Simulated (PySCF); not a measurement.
# MgPb−: bond curves at several levels of theory

One job finds the state of MgPb−, follows it along the bond with each method and fits the curves.

Program: PySCF 2.14.0. Level of theory: Mg def2-SVPD, Pb def2-SVPD with ECP60, scalar-relativistic core potentials. These are calculated values, not measurements.

3 further runs of the same task are left out: 3 set aside as unsound or not needed.

### Step 1. Input

The job is set up so:

```yaml
atoms: Mg, Pb
charge: -1
basis: Mg def2-SVPD, Pb def2-SVPD with ECP60
Hamiltonian: scalar-relativistic core potentials
basis_functions: 53
electrons_treated: 35
masses_in_u: 23.9850, 207.9766
levels: PBE0, PBE, r²SCAN, M06, MN15, r²SCAN0, CAM-B3LYP, HF, MP2, SCS-MP2, CCSD, CCSD(T)
grid: 80 radial by 434 angular points
occupations: held fixed by the projection of orbital angular momentum
dissociation_limit: Mg + Pb−, each in its ground configuration
starting_distance_in_angstrom: 2.850
values_of_2S_to_try: 1, 3
```

Launch:

```bash
$ OMP_NUM_THREADS=1 python dia.py task.json out
```

Further steps of the session: The PBE0 curve of the state that the search chose; PBE (GGA); r²SCAN (meta-GGA); M06; MN15; r²SCAN0; CAM-B3LYP (range-separated hybrid); ROHF (mean field); Adding correlation.

Q: Predict the outcome of this session. Wanted: for each run, Re; ωe; De; μ.

**Answer**, as computed:

Lowest PBE0 solution found, without spin–orbit coupling: ⁴Σ⁻ (quartet), unpaired electrons σ ↑, π ↑↑.

| level | Re (Å) | ωe (cm⁻¹) | De (eV) | μ (D) |
| --- | --- | --- | --- | --- |
| ROHF | 3.291 | 101.6 | 0.50 | 5.75 |
| ROHF-MP2 | 3.017 | 144.8 | 0.84 | n/a |
| ROHF-SCS-MP2 | 3.045 | 139.0 | 0.77 | n/a |
| ROHF-CCSD | 3.074 | 143.1 | 0.80 | n/a |
| ROHF-CCSD(T) | 3.044 | 151.2 | 0.87 | n/a |
| PBE | 2.973 | 169.3 | 1.19 | 6.04 |
| r²SCAN | 2.959 | 172.0 | 1.15 | 5.83 |
| PBE0 | 2.971 | 167.0 | 1.08 | 5.85 |
| r²SCAN0 | 2.963 | 169.0 | 1.09 | 5.63 |
| M06 | 2.936 | 185.0 | 1.30 | 5.87 |
| MN15 | 2.936 | 173.9 | 1.15 | 5.70 |
| CAM-B3LYP | 2.976 | 159.3 | 0.90 | 5.47 |

De is counted to Mg + Pb− in their ground configurations. A positive dipole points from Mg to Pb; in an ion it is taken about the centre of mass and does not tell which atom is negative.

What this shows: The methods spread over 0.355 Å in bond length, from M06 to ROHF. CCSD(T) can't serve as the judge here: for a weak bond in this basis it is far from its limit. Of the levels with a De here, ROHF gives the least (0.50 eV) and M06 the most (1.30 eV).

Correlated steps freeze 5 core orbitals. These are scalar-relativistic numbers at best; spin–orbit coupling would shift them, the dissociation energy most. With some functionals the highest level of the anion is positive, from self-interaction error or because the anion is truly unbound there; the finite basis then holds the extra electron, and no neutral molecule was run to test the binding. With spin–orbit coupling the term label itself may not hold.
